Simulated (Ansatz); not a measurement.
# BClFHO: the cost of one run

Program: the Python package of Ansatz 0.2.0. Level of theory: PBE0/cc-pVDZ. These are calculated values, not measurements.

### 1 The system

Bond lengths: O1–B2 1.429 Å, B2–F3 1.418 Å, B2–Cl4 1.784 Å, O1–H5 1.000 Å. Angles: O1–B2–F3 118.4°, O1–B2–Cl4 122.7°, F3–B2–Cl4 118.9°, B2–O1–H5 106.3°.

The script holds or builds the structure itself.

### 2 Script

File tae.py:

```python
"""Energy to split BClFHO into its atoms."""

from collections import Counter

import ansatz as az


def total_energy(molecule, charge=0, unpaired=0):
    calc = molecule.calculation().basis(gaussian="cc-pVDZ").functional("pbe0")
    if charge:
        calc = calc.charge(charge)
    if unpaired:
        calc = calc.spin("collinear", total=unpaired)
    return calc.run(threads=1).report["free_energy_ev"]

geometry_ang = [
    ("O", (0.0925, 1.0131, 0.4969)),
    ("B", (-0.0954, -0.3475, 0.1027)),
    ("F", (0.8056, -1.3236, 0.5995)),
    ("Cl", (-1.3886, -0.8576, -1.0151)),
    ("H", (0.6358, 1.442, -0.2254)),
]
molecule = az.Crystal.molecule()
for symbol, xyz in geometry_ang:
    molecule = molecule.atom(symbol, xyz)

# unpaired electrons of the ground-state atoms
unpaired = {"O": 2, "B": 1, "F": 1, "Cl": 1, "H": 1}
counts = Counter(site.symbol for site in molecule.cartesian_sites)
atom_energy = {s: total_energy(az.Crystal.molecule().atom(s, (0, 0, 0)), 0, unpaired[s]) for s in counts}
whole = total_energy(molecule, 0, 0)
for s, e in atom_energy.items():
    print(f"{s:2s} x{counts[s]}  {e:14.5f} eV")
print(f"BClFHO: {whole:.5f} eV")
split = sum(counts[s] * e for s, e in atom_energy.items()) - whole
print(f"atomisation energy (no zero-point term): {23.060548 * split:.1f} kcal/mol, {split / sum(counts.values()):.3f} eV an atom")
```

### 3 The calls as engine input

The engine receives this input (first run):

```yaml
crystal:
  periodic: [false, false, false]
  atoms:
    - { symbol: O, position_ang: [0.0, 0.0, 0.0] }
basis:
  gaussian:
    orbitals: cc-pVDZ
hamiltonian:
  xc: pbe0
magnetization:
  spin_polarized: true
  initial_magnetization: 2.0
```

### 4 Running it

The run is started by

```console
$ python tae.py
```

Q: Estimate wall time and peak memory on 1 thread of Arm Neoverse V1, shared host.

About 2.6 s, with a peak of 0.17 GiB.
